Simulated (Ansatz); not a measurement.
# Nb2AlC: properties at the relaxed cell

One table from this session's results is given with a row withheld; the runs are named, their logs left out.

Computed with Ansatz 0.2.0 (DFT r2SCAN, scalar-relativistic, plane waves, PAW, unless a step's input says otherwise).

1 further run of the same task is left out (set aside as unsound or not needed).

**The system as given**

Symmetry: P6_3/mmc, No. 194, hexagonal system. The conventional cell has a = 3.104 Å, b = 3.104 Å, c = 13.957 Å, α = 90.00°, β = 90.00°, γ = 120.00°. Around Al (site symmetry -6m2) lie 6 Nb at 2.87 Å and 6 Al at 3.10 Å. Nb (site symmetry 3m) has 3 C at 2.18 Å as nearest neighbours. C (site symmetry -3m) is surrounded by 6 Nb at 2.18 Å.

As a file:

```cif
data_structure
_symmetry_space_group_name_H-M 'P 1'
_symmetry_Int_Tables_number 1
_cell_length_a 3.1036
_cell_length_b 3.1036
_cell_length_c 13.9571
_cell_angle_alpha 90.000
_cell_angle_beta 90.000
_cell_angle_gamma 120.000
_cell_volume 116.43
loop_
_atom_site_label
_atom_site_type_symbol
_atom_site_fract_x
_atom_site_fract_y
_atom_site_fract_z
_atom_site_occupancy
Al1 Al 0.33333 0.66667 0.75000 1
Al2 Al 0.66667 0.33333 0.25000 1
Nb1 Nb 0.33333 0.66667 0.08942 1
Nb2 Nb 0.66667 0.33333 0.58942 1
Nb3 Nb 0.66667 0.33333 0.91058 1
Nb4 Nb 0.33333 0.66667 0.41058 1
C1 C 0.00000 0.00000 0.00000 1
C2 C 0.00000 0.00000 0.50000 1
```

It goes back to an entry of the Materials Project, which need not be the stable form.

It is the result of an earlier relaxation at this level (volume 14.55 Å³/atom; gap on the mesh: none (metal)).

The first run:

Input file input.yaml:

```yaml
crystal:
  lattice:
    - [3.0722215716, 0.0, 0.0]
    - [-1.5361107858, 2.6606219271, 0.0]
    - [0.0, 0.0, 13.8160855963]
  atoms:
    - { symbol: Al, position: [0.3333333333, 0.6666666667, 0.75] }
    - { symbol: Al, position: [0.6666666667, 0.3333333333, 0.25] }
    - { symbol: Nb, position: [0.3333333333, 0.6666666667, 0.0894156741] }
    - { symbol: Nb, position: [0.6666666667, 0.3333333333, 0.5894156741] }
    - { symbol: Nb, position: [0.6666666667, 0.3333333333, 0.9105843259] }
    - { symbol: Nb, position: [0.3333333333, 0.6666666667, 0.4105843259] }
    - { symbol: C, position: [0.0, 0.0, 0.0] }
    - { symbol: C, position: [0.0, 0.0, 0.5] }
basis:
  ecutwfc: 500
kpoints:
  mp_grid: { grid: [12, 12, 4] }
hamiltonian:
  xc: r2scan
scf:
  occupations: { method: gaussian, width: 0.1 }
output:
  forces: true
  stress: true
  eigenvalues: true
relax:
  adjacent_minimum: "off"
  f_tol: 0.01
  max_steps: 30
  cell: { stress_tol: 0.1, fix: [volume] }
```

Run with:

```bash
$ ansatz run input.yaml --threads 2 --pin off --max-ram 5120MiB --backend cpu --events-out ev --progress --plain --runs-dir out
```

Among the steps run: Volume × 0.97; Volume × 1.03; Volume × 0.94; The cell scaled to 1.06 of its volume; Point at V/V0 = 0.91; Volume × 1.10; Point at V/V0 = 0.88.

One of the session's tables, all rows but one given; the rest of the session is left out.

It belongs to the step «Fit of the equation of state». 

| volume (Å³/atom) | energy above the lowest point (meV/atom) | pressure (GPa) |
| --- | --- | --- |
| 12.807 | 153.3 | 31.43 |
| 13.243 | 81.3 | 21.64 |
| 13.680 | 34.1 | 13.25 |
| 14.117 | 8.0 | 6.10 |
| 14.553 | 0.0 | -0.01 |
| 14.990 | 7.4 | -5.18 |
| 15.426 | ? | ? |
| 16.009 | 71.5 | -14.30 |

Estimate the missing values for volume (Å³/atom) = 15.426.

Worked estimate for «energy above the lowest point (meV/atom)». A straight line through the neighbours (14.990, 7.4) and (16.009, 71.5) gives 7.4 + (71.5 − 7.4) × (15.426 − 14.990) / (16.009 − 14.990) = 34.8; a parabola fitted to 3 rows on both sides gives 26.8.

**Answer.** energy above the lowest point (meV/atom): 27.7; pressure (GPa): -9.54. In «energy above the lowest point (meV/atom)» the line misses by +7.1 and the parabola by -0.9.
